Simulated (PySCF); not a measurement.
# C2H6N2SiTe: the cost of one run

Computed with PySCF 2.14.0 and routines of our own; the level stands in each step. Atoms count from 0.

## 1. The starting structure

12 atoms, charge 0, multiplicity 1; geometry from: GFN2-xTB.

## 2. Optimising the geometry at PBE0-D3(BJ)/def2-SVP

What the job is given:

```
{"job": {"xc": "PBE0", "basis": "def2-SVP", "d3": "d3bj", "grid": 1, "maxiter": 30, "shake": 0.01, "kind": "geom"}, "charge": 0, "multiplicity": 1}
N      3.307010     1.091640     0.477600
C      2.625980     0.575790    -0.301880
Te     1.484440    -0.389680    -1.700060
C      0.242600    -1.250990    -0.187220
Si    -0.783740     0.066690     0.734870
N     -1.557740     0.985210    -0.501520
H     -0.425220    -1.940970    -0.725170
H      0.838840    -1.834550     0.486530
H      0.092860     1.012710     1.461510
H     -1.664490    -0.649710     1.690470
H     -2.063830     1.811650    -0.230580
H     -2.057020     0.493950    -1.213580
```

On the command line:

```
$ OMP_NUM_THREADS=1 python heavy_run.py task.json out
```

The driver reads the jobs from task.json and runs them one after another.

Q: Estimate the wall time and peak memory of this first job on 1 thread of AMD EPYC 7R13, shared host.

About 4.8 min, with a peak of 0.54 GiB.
